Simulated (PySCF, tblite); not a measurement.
# C7H6NS radical: geometry, infrared bands and EPR parameters

What infrared bands and EPR parameters should C7H6NS radical (`S=C[CH]c1ccncc1`) show?

The runs use tblite 0.8.0 and PySCF 2.14.0, with density-fitted response routines of our own; the level of theory stands in each step. All values are computed, except where a source is named. Atoms count from 0, in the outputs and in this text.

### Step 1. The starting structure

15 atoms, charge 0, multiplicity 2; geometry from: force field or distance geometry start.

Bonds of the start (Å): S0–C1 1.45, C1–C2 1.48, C2–C3 1.51, C3–C4 1.38, C4–C5 1.38, C5–N6 1.34, N6–C7 1.35, C7–C8 1.40, C8–C3 1.40, C1–H9 1.09, C2–H10 1.12, C4–H11 1.08, C5–H12 1.08, C7–H13 1.10, C8–H14 1.09.

### Step 2. Geometry optimisation with GFN2-xTB

The job: settings as JSON, then the geometry in Å.

```
{"job": {"kind": "relax", "xc": "GFN2-xTB", "basis": "xTB"}, "charge": 0, "multiplicity": 2}
S      1.976100     0.984700     1.445700
C      2.498600     0.471000     0.190400
C      1.654500    -0.426900    -0.630600
C      0.191400    -0.210600    -0.339000
C     -0.357000     1.049500    -0.429300
C     -1.704100     1.212000    -0.153600
N     -2.446000     0.163000     0.216000
C     -1.963100    -1.086700     0.343500
C     -0.607300    -1.284000     0.056500
H      3.519300     0.724900    -0.113800
H      1.892000    -1.502600    -0.426200
H      0.216800     1.913800    -0.730800
H     -2.095300     2.217300    -0.234700
H     -2.591400    -1.934700     0.639700
H     -0.188900    -2.282700     0.144200
```

Run with:

```bash
$ OMP_NUM_THREADS=1 python probes_run.py task.json out
```

One launch serves the whole session: the jobs run in the order shown.

The program printed:

```text
step      E/eV     max force
  0    -654.44201   12.075
  1    -655.40256    4.158
  2    -655.68486    2.393
  3    -655.93805    1.411
  4    -656.02718    1.194
  5    -656.20442    0.966
  6    -656.24569    0.681
  7    -656.37756    0.899
  8    -656.43463    0.842
  9    -656.50372    0.841
 10    -656.59267    0.680
 11    -656.66229    0.742
 12    -656.70052    0.723
 13    -656.73449    0.522
 14    -656.75900    0.490
 15    -656.77543    0.374
 16    -656.79047    0.383
 17    -656.80127    0.279
 18    -656.80758    0.178
 19    -656.81194    0.178
 20    -656.81671    0.244
 21    -656.82191    0.278
 22    -656.82794    0.233
 23    -656.83458    0.230
 24    -656.84096    0.231
 25    -656.84596    0.188
 26    -656.84932    0.143
 27    -656.85195    0.139
 28    -656.85503    0.169
 29    -656.85881    0.173
 30    -656.86232    0.185
 31    -656.86524    0.162
 32    -656.86835    0.164
 33    -656.87212    0.216
 34    -656.87735    0.199
 35    -656.88313    0.290
 36    -656.88798    0.172
 37    -656.89200    0.164
 38    -656.89696    0.191
 39    -656.90275    0.169
 40    -656.90904    0.232
 41    -656.91201    0.145
 42    -656.91573    0.120
 43    -656.91761    0.118
 44    -656.91939    0.134
 45    -656.92234    0.149
 46    -656.92691    0.174
 47    -656.93277    0.207
 48    -656.93736    0.247
 49    -656.94134    0.173
 50    -656.94562    0.213
 51    -656.95185    0.232
 52    -656.95928    0.216
 53    -656.96419    0.180
 54    -656.96838    0.162
 55    -656.97163    0.184
 56    -656.97493    0.131
 57    -656.97714    0.110
 58    -656.97893    0.100
 59    -656.98046    0.113
 60    -656.98209    0.121
 61    -656.98328    0.120
 62    -656.98433    0.110
 63    -656.98497    0.072
 64    -656.98558    0.073
 65    -656.98624    0.078
 66    -656.98674    0.076
 67    -656.98723    0.046
 68    -656.98759    0.039
 69    -656.98784    0.038
 70    -656.98801    0.037
 71    -656.98819    0.032
 72    -656.98840    0.031
 73    -656.98864    0.036
 74    -656.98884    0.040
 75    -656.98895    0.030
 76    -656.98905    0.020
 77    -656.98912    0.015
 78    -656.98917    0.017
 79    -656.98920    0.014
 80    -656.98922    0.010
 81    -656.98924    0.011
 82    -656.98925    0.011
 83    -656.98927    0.011
 84    -656.98928    0.011
 85    -656.98929    0.009
```

It took 0.55 s on 1 thread of Arm Neoverse V2, shared host.

Step by step: (not every step is listed)

| step | energy from step 0 (eV) | largest force (eV/Å) |
| --- | --- | --- |
| 0 | 0.0000 | 12.0747 |
| 1 | -0.9606 | 4.1582 |
| 2 | -1.2428 | 2.3928 |
| 3 | -1.4960 | 1.4114 |
| 4 | -1.5852 | 1.1941 |
| 5 | -1.7624 | 0.9664 |
| 6 | -1.8037 | 0.6809 |
| 7 | -1.9356 | 0.8993 |
| 8 | -1.9926 | 0.8417 |
| 15 | -2.3334 | 0.3736 |
| 22 | -2.3859 | 0.2329 |
| 29 | -2.4168 | 0.1728 |
| 36 | -2.4460 | 0.1716 |
| 43 | -2.4756 | 0.1183 |
| 50 | -2.5036 | 0.2127 |
| 57 | -2.5351 | 0.1105 |
| 64 | -2.5436 | 0.0735 |
| 71 | -2.5462 | 0.0323 |
| 78 | -2.5472 | 0.0172 |
| 80 | -2.5472 | 0.0098 |
| 81 | -2.5472 | 0.0107 |
| 82 | -2.5472 | 0.0108 |
| 83 | -2.5473 | 0.0112 |
| 84 | -2.5473 | 0.0106 |
| 85 | -2.5473 | 0.0090 |

Distances of close pairs at the start and the end, largest changes first:

| bond | before (Å) | after (Å) | change (Å) |
| --- | --- | --- | --- |
| S0–C1 | 1.454 | 1.694 | +0.241 |
| C1–C2 | 1.481 | 1.354 | -0.127 |
| C2–C3 | 1.507 | 1.439 | -0.069 |
| C2–H10 | 1.120 | 1.083 | -0.038 |
| N6–C7 | 1.346 | 1.320 | -0.026 |
| C3–C4 | 1.377 | 1.399 | +0.022 |
| C7–C8 | 1.400 | 1.380 | -0.019 |
| C5–N6 | 1.337 | 1.320 | -0.017 |

The end geometry stands in the next job.

### Step 3. Vibrational analysis with GFN2-xTB

The job: settings as JSON, then the geometry in Å.

```
{"job": {"kind": "ir", "xc": "GFN2-xTB", "basis": "xTB"}, "charge": 0, "multiplicity": 2}
S      2.498216     2.150768     0.029315
C      2.605851     0.459930     0.009773
C      1.618522    -0.466489    -0.006938
C      0.197611    -0.239479    -0.008293
C     -0.393850     1.028484     0.023143
C     -1.771396     1.136521     0.028545
N     -2.566222     0.082772     0.002846
C     -2.031950    -1.123935    -0.031884
C     -0.669231    -1.344026    -0.038496
H      3.631181     0.108012     0.012049
H      1.922279    -1.505520    -0.020434
H      0.223418     1.917997     0.043855
H     -2.261251     2.099678     0.057055
H     -2.732606    -1.948167    -0.055508
H     -0.274987    -2.348555    -0.066941
```

The program printed:

```text
mode    cm-1     km/mol
  1      41.5      1.78
  2     143.3      0.15
  3     152.2      0.16
  4     263.9      0.25
  5     333.2      5.04
  6     343.6      2.62
  7     454.7     25.88
  8     501.9      7.26
  9     614.0      5.59
 10     647.2      9.31
 11     648.4      0.58
 12     723.6      5.47
 13     769.8     69.69
 14     770.5     21.31
 15     849.1      0.23
 16     862.4      3.08
 17     863.7     26.67
 18     902.3      0.05
 19     912.6      0.08
 20     990.2     83.00
 21    1092.6     38.28
 22    1118.7      0.10
 23    1182.5      1.00
 24    1196.5      0.85
 25    1221.4      2.62
 26    1265.9      1.42
 27    1301.7      3.70
 28    1319.7      5.19
 29    1374.4     14.43
 30    1448.7     22.94
 31    1482.9     98.23
 32    1532.3     18.67
 33    1566.5    151.15
 34    3006.5      7.35
 35    3013.6      1.83
 36    3054.2     19.13
 37    3058.7     24.64
 38    3072.8     21.34
 39    3088.0     37.25
```

Wall time 0.47 s (1 thread of Arm Neoverse V2, shared host).

Which atoms move in the most intense modes:

| cm⁻¹ | km/mol | atoms |
| --- | --- | --- |
| 455 | 25.9 | C1 25 %, N6 22 %, C2 18 % |
| 770 | 69.7 | C1 28 %, S0 21 %, C2 17 % |
| 864 | 26.7 | C1 22 %, C2 16 %, C5 11 % |
| 990 | 83.0 | C4 34 %, C8 32 %, N6 16 % |
| 1093 | 38.3 | H11 35 %, H14 17 %, N6 14 %, C5 11 % |
| 1483 | 98.2 | C2 51 %, C1 23 % |
| 1566 | 151.2 | C7 25 %, C4 20 %, C8 14 %, C5 12 % |
| 3088 | 37.2 | H14 89 % |

### Step 4. EPR parameters: B3LYP/pcH-1

Settings changed since step 3:

```diff
@@ -1,2 +1,2 @@
-{"job": {"kind": "ir", "xc": "GFN2-xTB", "basis": "xTB"}, "charge": 0, "multiplicity": 2}
+{"job": {"kind": "epr", "basis": "pcH-1"}, "charge": 0, "multiplicity": 2}
 S      2.498216     2.150768     0.029315
```

Level: UKS B3LYP, pcH-1 on C H N S, non-relativistic, mean-field spin-orbit, GIAO.

The program printed:

```text
UKS, coarse grid
  cycle   1  E = -723.22404522  |g| = 2.73e-01
  cycle   2  E = -723.20467941  |g| = 3.37e-01
  cycle   3  E = -723.25870515  |g| = 1.16e-01
  cycle   4  E = -723.26483489  |g| = 4.67e-02
  cycle   5  E = -723.26605489  |g| = 1.41e-02
  cycle   6  E = -723.26620672  |g| = 6.54e-03
  cycle   7  E = -723.26625439  |g| = 3.09e-03
  cycle   8  E = -723.26626578  |g| = 2.45e-03
  cycle   9  E = -723.26627069  |g| = 4.66e-04
UKS, final grid
  cycle   1  E = -723.26625831  |g| = 6.48e-04
  cycle   2  E = -723.26625796  |g| = 1.15e-03
  cycle   3  E = -723.26625863  |g| = 1.27e-04
  cycle   4  E = -723.26625866  |g| = 1.07e-04
  cycle   5  E = -723.26625869  |g| = 5.33e-05
  cycle   6  E = -723.26625870  |g| = 1.79e-05
E = -723.26625870 Eh   <S^2> = 0.7738 (exact 0.7500)
g shifts (ppm)      1          2          3
  rmc          -198       -198       -198
  gc            -11         44         37
  oz_so          44       9254     265603
  total        -165       9102     265444
hyperfine (MHz)  atom isotope    a_iso     a_fc   dipolar eigenvalues
    0   33S      12.55      12.55    -57.59    -56.60    114.18
    1   13C     -29.91     -29.91    -15.70      5.57     10.13
    2   13C      33.95      33.95    -33.86    -32.44     66.29
    3   13C     -20.09     -20.09     -9.13      3.92      5.21
    4   13C       7.29       7.29     -7.80     -7.03     14.83
    5   13C      -8.30      -8.30     -6.92      2.88      4.04
    6   14N       3.47       3.47     -4.10     -3.95      8.06
    7   13C      -8.67      -8.67     -6.97      3.10      3.87
    8   13C       9.88       9.88     -8.49     -7.98     16.47
    9    1H       5.37       5.37     -3.91     -0.74      4.65
   10    1H     -27.25     -27.25    -15.52     -1.42     16.94
   11    1H      -6.36      -6.36     -2.70     -2.34      5.04
   12    1H       2.31       2.31     -1.37     -0.63      2.00
   13    1H       2.36       2.36     -1.18     -0.15      1.34
   14    1H      -6.98      -6.98     -2.41     -1.45      3.86
```

Wall time 77 s (1 thread of Arm Neoverse V2, shared host); peak memory 1.1 GiB.

Principal g values 2.00215, 2.01142, 2.26776; g(iso) = 2.09378, against 2.00232 for a free electron. They are not to be trusted: the run shows nearly degenerate orbitals, where second-order g theory doesn't apply.

Mean a(iso) over the nuclei that a row names, and the largest dipolar term of the row (other rows stand at the frozen geometry):

| nuclei | isotope | a(iso) (MHz) | a(iso) (G, at g = 2.0023) | largest dipolar term (MHz) |
| --- | --- | --- | --- | --- |
| C2 | 13C | 34.0 | 12.1 | 66.3 |
| C1 | 13C | -29.9 | -10.7 | -15.7 |
| H10 | 1H | -27.2 | -9.7 | 16.9 |
| C3 | 13C | -20.1 | -7.2 | -9.1 |
| S0 | 33S | 12.6 | 4.5 | 114.2 |
| C4, C8 | 13C | 8.6 | 3.1 | 16.5 |
| C5, C7 | 13C | -8.5 | -3.0 | -7.0 |
| H11, H14 | 1H | -6.7 | -2.4 | 5.0 |
| H9 | 1H | 5.4 | 1.9 | 4.7 |
| N6 | 14N | 3.5 | 1.2 | 8.1 |
| H12, H13 | 1H | 2.3 | 0.8 | 2.0 |

Mulliken spin populations:

S0 0.64; C1 -0.17; C2 0.43; C3 -0.09; C4 0.11; C5 -0.05; N6 0.09; C7 -0.05; C8 0.11; H9 0.00; H10 -0.02; H11 -0.01; H12 0.00; H13 0.00; H14 0.00

Orbitals, density, ELF and potential are computed afterwards from the orbital file.

ELF in a plane through or near 15 of the atoms.

Ten even steps from '0' (0.00) to '9' (1.00):
```
0000000000000000000000000000
0000000000000000000000000000
0000000000000000000000000000
0000011123200000499810000000
0001566678503300799930000000
0004898789628930699800000000
0016995658759965557201100000
0015895527539827655467620000
0000235886104535667399850000
0000146315435784047388620000
0000899518687925147741000000
0004999756438585389286200000
0000897117972152275999950000
0000120039991189822899950000
0000000059980399920389600000
0000000028930399920012000000
0000000000000058600000000000
0000000000000000000000000000
0000000000000000000000000000
0000000000000000000000000000
```
The map spans 12.4 Å across and 10.1 Å up, centred on the molecule. Atoms in the plane (x, y in Å): S0 (-2.8, 1.7), C1 (-2.6, 0.0), C2 (-1.5, -0.7), C3 (-0.2, -0.3), C4 (0.2, 1.1), C5 (1.5, 1.4), N6 (2.5, 0.5), C7 (2.2, -0.7), C8 (0.9, -1.2), H9 (-3.6, -0.5), H10 (-1.6, -1.8), H11 (-0.6, 1.8), H12 (1.9, 2.5), H13 (3.0, -1.4), H14 (0.7, -2.3).

On the surface of density 0.002 e/bohr³ the electrostatic potential runs, from the 1st to the 99th percentile, from -1.57 V near N6 to 1.45 V near H10.

The spin density lies nearest to S0 42 %; C2 21 %; C1 7 % (beta excess).

### Step 5. Results

| quantity | value |
| --- | --- |
| strongest single infrared mode (GFN2-xTB) | 1566 cm⁻¹, 151 km/mol |
| zero-point energy (GFN2-xTB) | 67.5 kcal/mol |
| g(iso) (B3LYP) | 2.09378 |
| ⟨S²⟩ | 0.774 (exact 0.75) |
| largest a(iso) (averaged by class) | 13C on C2, 34.0 MHz |
| potential on the surface of density 0.002 e/bohr³, 1st and 99th percentile | -1.57 V and 1.45 V |
| property runs in this session | 1, of which 0 failed and 1 gave unsound results |

What this shows: Relaxing lowered the energy by 2.547 eV in 85 steps; the close pair that moved most is S0–C1, from 1.454 to 1.694 Å. No mode is imaginary among the 39: a minimum at this level. The strongest single mode, at 1566 cm⁻¹, is spread over several atoms, C7, C4, C8, C5 among them. GFN2-xTB is a fitted tight-binding method: band positions and strengths are rough. Its intensities can rank the bands wrongly. S0 carries the largest spin population, 0.64 e. The isotropic g lies 91.5 ppt above the free-electron value. These values are not to be trusted: the run shows nearly degenerate orbitals, where second-order g theory doesn't apply. These values are for one conformer; the search (at its own cheap level) found 1 more, at 0.23 kcal/mol, and measured spectra average over such forms.
